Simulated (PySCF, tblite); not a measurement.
**C₂BFO₄: geometry, infrared bands, NMR shifts and spin-spin couplings**

Wanted: the infrared bands, NMR shifts and spin-spin couplings of C₂BFO₄ (`O=C1OB(F)OC1=O`), by calculation.

Computed with tblite 0.8.0 and PySCF 2.14.0, with density-fitted response routines of our own, on a single molecule in the gas phase. Atoms are numbered from 0 throughout.

## (1) The starting structure

8 atoms, charge 0, multiplicity 1; geometry from: force field or distance geometry start.

Bonds of the start (Å): O0–C1 1.25, C1–O2 1.40, O2–B3 1.46, B3–F4 1.46, B3–O5 1.50, O5–C6 1.39, C6–O7 1.27, C6–C1 1.46.

## (2) Optimising the geometry with GFN2-xTB

Job settings and geometry (Å):

```
{"job": {"kind": "relax", "xc": "GFN2-xTB", "basis": "xTB"}, "charge": 0, "multiplicity": 1}
O     -1.795800     1.455700    -0.231300
C     -0.776000     0.740400    -0.105300
O      0.557400     1.160100    -0.093600
B      1.404400    -0.017400     0.082200
F      2.850500    -0.039000    -0.099000
O      0.477500    -1.194100     0.200800
C     -0.818500    -0.706300     0.084600
O     -1.890400    -1.390000     0.137000
```

The run is started by

```bash
$ OMP_NUM_THREADS=1 python probes_run.py task.json out
```

The driver reads the jobs from task.json and runs them one after another.

Output:

```text
step      E/eV     max force
  0    -722.96125    5.691
  1    -723.37584    8.271
  2    -724.01765    2.607
  3    -724.22312    1.659
  4    -724.38199    1.095
  5    -724.42048    0.607
  6    -724.43379    0.986
  7    -724.44396    0.345
  8    -724.45224    0.350
  9    -724.46035    0.370
 10    -724.46273    0.206
 11    -724.46366    0.068
 12    -724.46400    0.071
 13    -724.46434    0.080
 14    -724.46477    0.071
 15    -724.46542    0.085
 16    -724.46610    0.088
 17    -724.46658    0.063
 18    -724.46685    0.038
 19    -724.46699    0.036
 20    -724.46706    0.026
 21    -724.46709    0.014
 22    -724.46710    0.012
 23    -724.46711    0.011
 24    -724.46711    0.009
```

Run time: 0.09 s. Hardware: 1 thread of Arm Neoverse V1, shared host.

Along the way:

| step | energy from step 0 (eV) | largest force (eV/Å) |
| --- | --- | --- |
| 0 | 0.0000 | 5.6911 |
| 1 | -0.4146 | 8.2712 |
| 2 | -1.0564 | 2.6075 |
| 3 | -1.2619 | 1.6590 |
| 4 | -1.4207 | 1.0945 |
| 5 | -1.4592 | 0.6073 |
| 6 | -1.4725 | 0.9856 |
| 7 | -1.4827 | 0.3447 |
| 8 | -1.4910 | 0.3501 |
| 9 | -1.4991 | 0.3696 |
| 10 | -1.5015 | 0.2061 |
| 11 | -1.5024 | 0.0675 |
| 12 | -1.5028 | 0.0707 |
| 13 | -1.5031 | 0.0798 |
| 14 | -1.5035 | 0.0709 |
| 15 | -1.5042 | 0.0849 |
| 16 | -1.5049 | 0.0879 |
| 17 | -1.5053 | 0.0629 |
| 18 | -1.5056 | 0.0377 |
| 19 | -1.5057 | 0.0362 |
| 20 | -1.5058 | 0.0257 |
| 21 | -1.5058 | 0.0142 |
| 22 | -1.5059 | 0.0121 |
| 23 | -1.5059 | 0.0114 |
| 24 | -1.5059 | 0.0094 |

Close pairs (by a distance rule), those that changed most:

```csv
bond,before (Å),after (Å),change (Å)
B3–F4,1.458,1.297,-0.160
B3–O5,1.503,1.374,-0.129
C1–C6,1.460,1.556,+0.096
C6–O7,1.272,1.183,-0.089
O2–B3,1.461,1.373,-0.088
O0–C1,1.252,1.183,-0.069
C1–O2,1.398,1.364,-0.034
O5–C6,1.390,1.364,-0.026
```

The end geometry stands in the next job.

## (3) Harmonic vibrations with GFN2-xTB

Job settings and geometry (Å):

```
{"job": {"kind": "ir", "xc": "GFN2-xTB", "basis": "xTB"}, "charge": 0, "multiplicity": 1}
O     -1.664483     1.546348    -0.207015
C     -0.761200     0.789111    -0.106885
O      0.560397     1.123380    -0.144881
B      1.296763    -0.026291     0.005080
F      2.593554    -0.054576     0.013191
O      0.510271    -1.143597     0.145204
C     -0.795098    -0.753487     0.090726
O     -1.731147    -1.471475     0.180016
```

Output:

```text
mode    cm-1     km/mol
  1     140.6      0.00
  2     144.4      9.53
  3     299.6     17.81
  4     324.1      8.43
  5     402.0     15.22
  6     537.1      0.02
  7     580.7    155.93
  8     600.2      0.02
  9     624.4      1.51
 10     756.1      0.81
 11     774.4      0.00
 12     910.4     25.14
 13     940.3      4.70
 14    1137.8    526.94
 15    1169.8    557.31
 16    1422.4    741.25
 17    1836.8    155.58
 18    1877.4    394.70
```

Wall time 0.15 s (1 thread of Arm Neoverse V1, shared host).

The strongest bands and the atoms that carry them (share of the mass-weighted mode):

```csv
cm⁻¹,km/mol,atoms
300,17.8,"F4 51 %, O5 10 %, O2 10 %"
581,155.9,"B3 71 %, O2 11 %, O5 11 %"
910,25.1,"O2 26 %, O5 26 %, C1 17 %, C6 17 %"
1138,526.9,"C1 32 %, C6 32 %, O5 17 %, O2 17 %"
1170,557.3,"B3 52 %, O5 15 %, O2 15 %"
1422,741.2,"B3 76 %, F4 20 %"
1837,155.6,"C6 31 %, C1 30 %, O7 20 %, O0 19 %"
1877,394.7,"C1 32 %, C6 30 %, O0 19 %, O7 18 %"
```

## (4) Nuclear shieldings: PBE0/pcSseg-1

The job, as its differences from that of step 3:

```diff
@@ -1,2 +1,2 @@
-{"job": {"kind": "ir", "xc": "GFN2-xTB", "basis": "xTB"}, "charge": 0, "multiplicity": 1}
+{"job": {"kind": "nmr", "xc": "PBE0", "basis": "pcSseg-1"}, "charge": 0, "multiplicity": 1}
 O     -1.664483     1.546348    -0.207015
```

With the program's defaults for keys left out, this is: GIAO PBE0/pcSseg-1 NMR shielding, non-relativistic, gas phase.

Output:

```text
coarse grid: 8688 points
cycle   1  E = -500.9594344105  dE =  1.984e+00  |g| = 1.363e+00  |ddm| = 2.840e+00
cycle   2  E = -499.7706146741  dE =  1.189e+00  |g| = 2.932e+00  |ddm| = 2.471e+00
cycle   3  E = -501.2742404627  dE = -1.504e+00  |g| = 3.895e-01  |ddm| = 1.883e+00
cycle   4  E = -501.2964984630  dE = -2.226e-02  |g| = 1.658e-01  |ddm| = 3.083e-01
cycle   5  E = -501.3011140763  dE = -4.616e-03  |g| = 2.581e-02  |ddm| = 1.027e-01
cycle   6  E = -501.3012280471  dE = -1.140e-04  |g| = 9.978e-03  |ddm| = 1.765e-02
cycle   7  E = -501.3012436872  dE = -1.564e-05  |g| = 2.554e-03  |ddm| = 5.537e-03
cycle   8  E = -501.3012448129  dE = -1.126e-06  |g| = 5.681e-04  |ddm| = 2.086e-03
final grid: 90064 points
cycle   9  E = -501.3938181728  dE = -2.450e-05  |g| = 1.449e-02  |ddm| = 1.733e-02
cycle  10  E = -501.3937253473  dE =  9.283e-05  |g| = 2.711e-02  |ddm| = 2.155e-02
cycle  11  E = -501.3938511302  dE = -1.258e-04  |g| = 3.255e-03  |ddm| = 1.515e-02
cycle  12  E = -501.3938530024  dE = -1.872e-06  |g| = 3.072e-04  |ddm| = 1.906e-03
cycle  13  E = -501.3938530182  dE = -1.579e-08  |g| = 1.049e-04  |ddm| = 2.516e-04
cycle  14  E = -501.3938530200  dE = -1.828e-09  |g| = 3.166e-05  |ddm| = 7.298e-05
cycle  15  E = -501.3938530201  dE = -1.487e-10  |g| = 8.529e-06  |ddm| = 1.851e-05
converged SCF energy = -501.3938530201

GIAO shielding tensors (ppm)
atom      isotropic    diamagn.    paramagn.     s11        s22        s33       span
  0 O     -163.276     396.449    -559.725   -489.669   -311.228    311.068    800.737
  1 C       28.626     251.308    -222.682    -70.400     53.238    103.041    173.442
  2 O       82.525     395.668    -313.143    -72.314     86.115    233.774    306.088
  3 B       77.908     198.955    -121.047     70.676     80.325     82.724     12.048
  4 F      298.969     465.224    -166.255    194.246    319.728    382.934    188.688
  5 O       82.529     395.672    -313.143    -72.298     86.052    233.832    306.130
  6 C       28.598     251.290    -222.692    -70.451     53.273    102.972    173.423
  7 O     -163.408     396.455    -559.862   -490.032   -311.319    311.128    801.160
```

Run time: 14 s. Hardware: 1 thread of Arm Neoverse V1, shared host; peak memory 0.63 GiB.

The references, computed at this level on geometries of the same kind, shield at (ppm): 13C TMS 186.9, 19F CFCl3 170.9, 17O H2O 336.1, 11B BF3·OEt2 100.1. Their shielding less the atom's gives the shift. The references are single molecules in the gas phase, so shifts against H2O, NH3, PH3, H3PO4 or CFCl3 are not on the usual liquid scales and can be off by tens of ppm. Atoms listed in one row are averaged.

| atoms | environment | σ (ppm) | δ (ppm) | δ scaled to CDCl3 |
| --- | --- | --- | --- | --- |
| C1, C6 | carbonyl carbon | 28.6 | 158.3 | 152.6 |
| O0, O7 | carbonyl oxygen | -163.3 | 499.4 | – |
| O2, O5 | oxygen bonded to C, B, in a 5-membered ring | 82.5 | 253.6 | – |
| B3 | boron bonded to F, 2 O, in a 5-membered ring | 77.9 | 22.2 | – |
| F4 | fluorine bonded to B | 299.0 | -128.0 | – |

The scaled column applies a straight-line fit of computed shieldings to shifts measured in CDCl3, and one for carbons that bear F (root-mean-square error 0.16 ppm for H, 1.9 ppm for C).

The run also stored atomic charges by several schemes (e):

| atoms | Mulliken | IAO | Hirshfeld | ESP fit |
| --- | --- | --- | --- | --- |
| O0, O7 | -0.28 | -0.33 | -0.19 | -0.40 |
| C1, C6 | 0.43 | 0.47 | 0.22 | 0.57 |
| O2, O5 | -0.41 | -0.40 | -0.16 | -0.45 |
| B3 | 0.75 | 0.78 | 0.36 | 0.85 |
| F4 | -0.25 | -0.28 | -0.11 | -0.27 |

Mayer bond orders: O0–C1 2.10, C1–O2 0.96, O2–B3 1.09, B3–F4 1.19, B3–O5 1.09, O5–C6 0.96, C6–O7 2.10, C6–C1 0.91.

Ring of atoms C1, O2, B3, O5, C6: NICS(0) -1.5, NICS(1) -2.6, NICS(1)zz -2.7 ppm (means of both faces).

Orbitals, density, ELF and potential are computed afterwards from the orbital file.

Frontier orbitals at PBE0/pcSseg-1, with the share of their density that lies nearest to each atom:

```
orbital  energy (eV)                                                               lies on
   HOMO        -9.23  O0, O7 about 33 % each; O2, O5 about 8 % each; C1, C6 about 8 % each
   LUMO        -3.15                        C1, C6 about 24 % each; O0, O7 about 20 % each
```

ELF in a plane through or near 8 of the atoms.

Ten even steps from ' ' (0.00) to '@' (0.91):
```
                                                        
                                                        
                                  ....                  
                      ....      ==****==..              
                  ..--****==    **@@@@%%++::            
                  ::**@@@@%%....**@@@@@@%%++..          
          ....    ..**@@**%%++--%%**%%%%@@##::          
        ::==**++....++##--++%%::::%%%%@@@@##::          
        --##@@@@##::--@@%%##**::::++++++++--            
        ++%%##--%%..@@::--..==@@@@++..                  
        ++%%##++%%..##----..==@@@@++..                  
        --##@@@@##::--@@%%##**..==++++++++--            
        ::==**++....++##**++%%..--%%%%@@@@##::          
          ....    ..**@@##%%++--%%++##@@@@##::          
                  ::**@@@@%%..  **@@@@@@%%++..          
                  ..--****==    **@@@@%%++::            
                      ....      ==****==..              
                                  ....                  
                                                        
                                                        
```
The map spans 10.4 Å across and 8.2 Å up, centred on the molecule. Atoms in the plane (x, y in Å): O0 (1.7, 1.5), C1 (0.8, 0.8), O2 (-0.5, 1.1), B3 (-1.3, 0.0), F4 (-2.6, 0.0), O5 (-0.5, -1.1), C6 (0.8, -0.8), O7 (1.7, -1.5).

log10 of the density (e/Å³) in the same plane.

Ten even steps from '0' (-4.0) to '9' (2.9):
```
0000000000000000000000000000
0000000000000000011100000000
0000000000011111222221000000
0000000001223223344332100000
0000000013344433455543210000
0000011223455544566644210000
0001223334566655678654320000
0002344444567666666644320000
0012456655566656655443210000
0013457765765555654432100000
0013457865765555654332100000
0012446655566656655443210000
0002344444568666666644320000
0001223334566655679654320000
0000011223455544566654220000
0000000013344433455543210000
0000000001223223344332100000
0000000000011111222221000000
0000000000000000011100000000
0000000000000000000000000000
```
The map spans 10.4 Å across and 8.2 Å up, centred on the molecule. Atoms in the plane (x, y in Å): O0 (1.7, 1.5), C1 (0.8, 0.8), O2 (-0.5, 1.1), B3 (-1.3, 0.0), F4 (-2.6, 0.0), O5 (-0.5, -1.1), C6 (0.8, -0.8), O7 (1.7, -1.5).

On the surface of density 0.002 e/bohr³ the electrostatic potential runs, from the 1st to the 99th percentile, from -0.99 V near O7 to 2.87 V near B3.

## (5) Indirect couplings: B3LYP/pcJ-1

The job, as its differences from that of step 4:

```diff
@@ -1,2 +1,2 @@
-{"job": {"kind": "nmr", "xc": "PBE0", "basis": "pcSseg-1"}, "charge": 0, "multiplicity": 1}
+{"job": {"kind": "j", "xc": "B3LYP", "basis": "pcJ-1"}, "charge": 0, "multiplicity": 1}
 O     -1.664483     1.546348    -0.207015
```

Method: B3LYP/pcJ-1 indirect spin-spin coupling, non-relativistic, gas phase.

Output:

```text
coarse grid: 8688 points
cycle   1  E = -501.4790058288  dE =  1.947e+00  |g| = 1.483e+00  |ddm| = 2.905e+00
cycle   2  E = -499.9024760577  dE =  1.577e+00  |g| = 3.351e+00  |ddm| = 2.723e+00
cycle   3  E = -501.8262304405  dE = -1.924e+00  |g| = 4.813e-01  |ddm| = 2.118e+00
cycle   4  E = -501.8582004766  dE = -3.197e-02  |g| = 2.235e-01  |ddm| = 3.789e-01
cycle   5  E = -501.8663060355  dE = -8.106e-03  |g| = 3.607e-02  |ddm| = 1.324e-01
cycle   6  E = -501.8665311177  dE = -2.251e-04  |g| = 1.305e-02  |ddm| = 2.484e-02
cycle   7  E = -501.8665569851  dE = -2.587e-05  |g| = 3.627e-03  |ddm| = 7.033e-03
cycle   8  E = -501.8665590734  dE = -2.088e-06  |g| = 7.712e-04  |ddm| = 2.529e-03
final grid: 90064 points
cycle   9  E = -501.9666424584  dE = -2.486e-04  |g| = 6.197e-03  |ddm| = 1.338e-02
cycle  10  E = -501.9666251171  dE =  1.734e-05  |g| = 1.125e-02  |ddm| = 8.357e-03
cycle  11  E = -501.9666463068  dE = -2.119e-05  |g| = 1.846e-03  |ddm| = 6.839e-03
cycle  12  E = -501.9666468325  dE = -5.257e-07  |g| = 7.616e-04  |ddm| = 1.393e-03
cycle  13  E = -501.9666469289  dE = -9.644e-08  |g| = 8.925e-05  |ddm| = 4.480e-04
cycle  14  E = -501.9666469303  dE = -1.326e-09  |g| = 2.813e-05  |ddm| = 5.918e-05
cycle  15  E = -501.9666469304  dE = -9.652e-11  |g| = 1.300e-05  |ddm| = 1.868e-05
converged SCF energy = -501.9666469304

Indirect spin-spin couplings (Hz)
  i      j    bonds     total        FC       PSO       DSO        SD
  0 O    1 C    1     23.408    14.568    13.408    -0.104    -4.464
  0 O    2 O    2     -2.728     3.221    -6.634    -0.024     0.709
  0 O    3 B    3     -0.793    -1.335     0.476     0.081    -0.014
  0 O    4 F    4     -4.474    -0.360    -2.626     0.212    -1.700
  0 O    5 O    3      0.099    -0.273     0.501    -0.037    -0.093
  0 O    6 C    2     -6.276    -3.388    -2.069     0.008    -0.827
  0 O    7 O    3      5.860     0.051     3.251    -0.015     2.573
  1 C    2 O    1     30.586    24.877     5.798    -0.187     0.099
  1 C    3 B    2      1.591     1.833    -0.305     0.112    -0.049
  1 C    4 F    3     -2.349    -3.693     1.817    -0.332    -0.141
  1 C    5 O    2     -7.989    -8.327     0.418    -0.033    -0.048
  1 C    6 C    1     91.738    91.233    -0.852     0.442     0.914
  1 C    7 O    2     -6.284    -3.393    -2.071     0.008    -0.828
  2 O    3 B    1    -12.820   -16.920     4.560    -0.237    -0.223
  2 O    4 F    2     -4.247   -16.548    13.092     0.048    -0.839
  2 O    5 O    2     -4.413    -1.394    -3.082    -0.004     0.066
  2 O    6 C    2     -7.993    -8.331     0.418    -0.033    -0.048
  2 O    7 O    3      0.100    -0.272     0.501    -0.037    -0.093
  3 B    4 F    1    -32.152    11.099   -45.088     1.160     0.677
  3 B    5 O    1    -12.812   -16.911     4.559    -0.237    -0.223
  3 B    6 C    2      1.583     1.825    -0.305     0.112    -0.049
  3 B    7 O    3     -0.792    -1.334     0.475     0.081    -0.015
  4 F    5 O    2     -4.308   -16.617    13.099     0.047    -0.838
  4 F    6 C    3     -2.328    -3.678     1.821    -0.332    -0.140
  4 F    7 O    4     -4.490    -0.361    -2.636     0.212    -1.705
  5 O    6 C    1     30.565    24.850     5.802    -0.187     0.100
  5 O    7 O    2     -2.732     3.216    -6.635    -0.024     0.711
  6 C    7 O    1     23.441    14.595    13.413    -0.104    -4.463
```

It took 41 s on 1 thread of Arm Neoverse V1, shared host; peak memory 0.89 GiB.

Couplings of 1 Hz or more, nine at most for each number of bonds, with means over like pairs (isotopes 11B, 13C, 19F, 17O):

| pair | bonds | J (Hz) | Fermi contact (Hz) | dihedral (°) |
| --- | --- | --- | --- | --- |
| C1–C6 | 1 | 91.7 | 91.2 | – |
| B3–F4 | 1 | -32.2 | 11.1 | – |
| C1–O2 | 1 | 30.6 | 24.9 | – |
| O0–C1 | 1 | 23.4 | 14.6 | – |
| O2–B3 | 1 | -12.8 | -16.9 | – |
| C1–O5 | 2 | -8.0 | -8.3 | – |
| O0–C6 | 2 | -6.3 | -3.4 | – |
| O2–O5 | 2 | -4.4 | -1.4 | – |
| O2–F4 | 2 | -4.3 | -16.6 | – |
| O0–O2 | 2 | -2.7 | 3.2 | – |
| C1–B3 | 2 | 1.6 | 1.8 | – |
| O0–O7 | 3 | 5.9 | 0.1 | 0 |
| C1–F4 | 3 | -2.3 | -3.7 | 180 |
| O0–F4 | 4 | -4.5 | -0.4 | – |

Quadrupole couplings from the field gradients of the same density:

| atom | isotope | eQq/h (MHz) | η |
| --- | --- | --- | --- |
| O7 | 17O | 10.5 | 0.52 |
| O0 | 17O | 10.5 | 0.52 |
| O2 | 17O | -7.208 | 0.20 |
| O5 | 17O | -7.207 | 0.20 |
| B3 | 11B | 2.521 | 0.03 |

## (6) Results

```
                                                               quantity                   value
                              strongest single infrared mode (GFN2-xTB)   1422 cm⁻¹, 741 km/mol
                                           zero-point energy (GFN2-xTB)           20.7 kcal/mol
13C shifts against TMS (PBE0/pcSseg-1, means over atoms taken as alike)               158.3 ppm
17O shifts against H2O (PBE0/pcSseg-1, means over atoms taken as alike)        499.4, 253.6 ppm
                            11B shifts against BF3·OEt2 (PBE0/pcSseg-1)                22.2 ppm
                               19F shifts against CFCl3 (PBE0/pcSseg-1)              -128.0 ppm
                                  surface potential, 1st and 99th percentile      -0.99 V and 2.87 V
                            largest coupling of the table (B3LYP/pcJ-1)  1J(C,C) C1–C6, 91.7 Hz
```

In words: The optimisation took 24 steps and gained 1.506 eV; among the close pairs (by a distance rule), B3–F4 changed most, from 1.458 to 1.297 Å. All 18 modes are real, so the xTB geometry is a minimum. The strongest single mode, at 1422 cm⁻¹, moves mainly B3. GFN2-xTB is a fitted tight-binding method: band positions and strengths are rough. Its intensities can rank the bands wrongly. At PBE0/pcSseg-1: The widest tensor belongs to O0, O7: span 801 ppm, with a paramagnetic part of -560 ppm. At PBE0/pcSseg-1, counted by nearest atom on the grid, the HOMO lies on O0, O7 about 33 % each; O2, O5 about 8 % each, the LUMO on C1, C6 about 24 % each; O0, O7 about 20 % each. In the run at B3LYP/pcJ-1, the largest coupling of the table is C1–C6, 91.7 Hz, of which the Fermi-contact term gives 91.2 Hz.
